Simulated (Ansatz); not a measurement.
# CoGe2: the cost of one run

Program: Ansatz 0.2.0. Level of theory: DFT r2SCAN, scalar-relativistic, plane waves, PAW. These are calculated values, not measurements.

**1. The starting structure**

Symmetry: Cmce, No. 64, orthorhombic system. The conventional cell has a = 10.802 Å, b = 5.598 Å, c = 5.600 Å, α = 90.00°, β = 90.00°, γ = 90.00°. Around Co (site symmetry 2) lie 8 Ge at 2.44 to 2.46 Å and 1 Co at 2.53 Å. Ge (site symmetry m) is surrounded by 4 Co at 2.46 Å and 3 Ge at 2.52 to 2.79 Å. Ge (site symmetry 2) has 4 Co at 2.44 to 2.45 Å and 6 Ge at 2.79 to 2.80 Å as nearest neighbours.

Structure file:

```xyz
12
Lattice="5.4012 -2.7988 0.0000 5.4012 2.7988 0.0000 0.0000 0.0000 5.5999" Properties=species:S:1:pos:R:3 pbc="T T T"
Co    6.6640    0.0000    0.0000
Co    1.2628    0.0000    2.8000
Co    4.1384    0.0000    0.0000
Co    9.5395    0.0000    2.8000
Ge    5.4012   -0.8897    3.6900
Ge    5.4012    0.8897    1.9099
Ge    5.4012   -1.9091    0.8900
Ge    5.4012    1.9091    4.7099
Ge    8.1018   -1.3901    4.1999
Ge    8.1018    1.3901    1.4000
Ge    2.7006    1.3901    1.4000
Ge    2.7006   -1.3901    4.1999
```

The structure comes from the Materials Project (structure only).

(A quick probe on a coarse mesh, which set the mesh and smearing, is not shown.)

**3. The relaxation**

input.yaml reads:

```yaml
crystal:
  lattice:
    - [5.4011750389, -2.798765541, 0.0]
    - [5.4011750389, 2.798765541, 0.0]
    - [0.0, 0.0, 5.5999184]
  atoms:
    - { symbol: Co, position: [0.61690207, 0.61690207, 0.0], spin: 0.19 }
    - { symbol: Co, position: [0.11690207, 0.11690207, 0.5], spin: 0.19 }
    - { symbol: Co, position: [0.38309793, 0.38309793, 0.0], spin: 0.19 }
    - { symbol: Co, position: [0.88309793, 0.88309793, 0.5], spin: 0.19 }
    - { symbol: Ge, position: [0.65893693, 0.34106307, 0.65893907], spin: -0.01 }
    - { symbol: Ge, position: [0.34106307, 0.65893693, 0.34106093], spin: -0.01 }
    - { symbol: Ge, position: [0.84106307, 0.15893693, 0.15893907], spin: -0.01 }
    - { symbol: Ge, position: [0.15893693, 0.84106307, 0.84106093], spin: -0.01 }
    - { symbol: Ge, position: [0.99833936, 0.50166064, 0.75] }
    - { symbol: Ge, position: [0.50166064, 0.99833936, 0.25] }
    - { symbol: Ge, position: [0.00166064, 0.49833936, 0.25] }
    - { symbol: Ge, position: [0.49833936, 0.00166064, 0.75] }
basis:
  ecutwfc: 500
kpoints:
  mp_grid: { grid: [8, 8, 6] }
hamiltonian:
  xc: r2scan
scf:
  occupations: { method: gaussian, width: 0.1 }
output:
  forces: true
  stress: true
  eigenvalues: true
  populations: true
magnetization:
  spin_polarized: true
relax:
  adjacent_minimum: "off"
  f_tol: 0.005
  max_steps: 80
  cell: { stress_tol: 0.05 }
```

Command:

```console
$ ansatz run input.yaml --threads 2 --pin off --max-ram 5120MiB --backend cpu --events-out ev --progress --plain --runs-dir out
```

What time and memory should one allow on 2 threads of Arm Neoverse V2, shared host?

About 21 min, with a peak of 2.8 GiB.
